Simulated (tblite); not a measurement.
# C6H11BFN: the cost of one run

Programs: tblite 0.8.0 and PySCF 2.14.0, with density-fitted response routines of our own. Each step states its level of theory. These are calculated values for one molecule in the gas phase, unless marked as measured. Atoms count from 0, in the outputs and in this text.

## (1) The molecule as given

20 atoms, charge 0, multiplicity 1; geometry from: force field or distance geometry start.

Bonds of the start (Å): C0–C1 1.34, C1–C2 1.47, C1–C3 1.49, C3–F4 1.41, C3–C5 1.46, C5–C6 1.33, C5–B7 1.58, B7–N8 1.52, C0–H9 1.10, C0–H10 1.08, C2–H11 1.11, C2–H12 1.13, C2–H13 1.12, C3–H14 1.11, C6–H15 1.09, C6–H16 1.07, B7–H17 1.20, N8–H18 1.05, N8–H19 1.04.

## (2) Optimising the geometry with GFN2-xTB

Job settings and geometry (Å):

```
{"job": {"kind": "relax", "xc": "GFN2-xTB", "basis": "xTB"}, "charge": 0, "multiplicity": 1}
C     -1.959200    -0.556300     1.476000
C     -1.425900    -0.374700     0.263100
C     -2.305000     0.147900    -0.793300
C      0.007000    -0.704900     0.053800
F      0.516500    -1.256700     1.244500
C      0.847100     0.404000    -0.376200
C      0.434200     1.650500    -0.587100
B      2.386300     0.112800    -0.608500
N      3.250300    -0.104900     0.619000
H     -3.008100    -0.331500     1.703000
H     -1.323700    -0.941300     2.256000
H     -1.774400     0.352300    -1.749200
H     -3.141600    -0.601000    -0.954700
H     -2.789800     1.075000    -0.406200
H      0.063100    -1.531000    -0.692800
H      1.161500     2.399200    -0.897100
H     -0.572800     1.989900    -0.456500
H      2.684000    -0.419400    -1.647600
H      2.775200    -0.814600     1.235200
H      4.170200    -0.484500     0.315700
```

Started as:

```
> OMP_NUM_THREADS=1 python probes_run.py task.json out
```

One launch serves the whole session: the jobs run in the order shown.

Q: Estimate the wall time and peak memory of this first job on 1 thread of Arm Neoverse N1, shared host.

About 1.8 s, with a peak of 0.18 GiB.
